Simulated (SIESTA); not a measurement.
The system is In3SbTe2.

```xyz
6
Lattice="4.4281 0.0000 0.0000 -2.2140 3.8348 0.0000 0.0000 0.0000 10.7564" Properties=species:S:1:pos:R:3 pbc="T T T"
Te    2.2140    1.2783    3.5315
Te    0.0000    2.5566    7.2250
Sb    0.0000    0.0000    0.0000
In    2.2140    1.2783    9.0685
In    0.0000    2.5566    1.6880
In    0.0000    0.0000    5.3782
```

The cell comes from a database or a generator and needn't be the stable form of this composition.

| Quantity | Value |
| --- | --- |
| Program | SIESTA 5.4.2 |
| Task | single point |
| Functional | PBE |
| Potentials or basis | PseudoDojo 0.4 standard (PBE files) |
| Basis | DZP (energy shift 0.003 Ry; two zetas on semicore shells) |
| Grid cutoff | 500 Ry |
| Energy shift | 0.003 Ry |
| k mesh | 7 × 7 × 3 |
| Occupations | fermi-dirac, width 0.05 eV |
| Spin | no spin polarisation |

On this cell: pressure 0.3 GPa; largest force 0.191 eV/Å; band gap on the k mesh none (metal or under the smearing width).

The same run follows on a disturbed copy (atoms moved at random, drawn with an rms of 0.05 Å):

```xyz
6
Lattice="4.4281 0.0000 0.0000 -2.2140 3.8348 0.0000 0.0000 0.0000 10.7564" Properties=species:S:1:pos:R:3 pbc="T T T"
Te    2.1822    1.2824    3.5591
Te    0.0105    2.4729    7.1858
Sb   -0.0424   -0.0300   -0.0660
In    2.1956    1.3481    9.0766
In    0.0065    2.5506    1.7068
In    0.0672    0.0010    5.3631
```

**Question.** What changes?

**Answer.** The energy (extrapolated to zero smearing) moves by +5.0 meV/atom; pressure 0.4 GPa; largest force 0.280 eV/Å; band gap on the k mesh none (metal or under the smearing width).

Forces in eV/Å, atoms in the order of the input:
```
Te   0.110 -0.062 -0.030
Te  -0.026  0.145 -0.058
Sb   0.047  0.172  0.164
In   0.048 -0.251  0.107
In  -0.043  0.040 -0.274
In  -0.137 -0.043  0.091
```

Stress tensor (GPa, compression positive):
```
-0.06  0.04 -0.04
 0.04  0.39  0.24
-0.04  0.24  0.92
```

Caveats: the basis of atomic orbitals isn't converged, which shifts pressures, moduli and gaps.
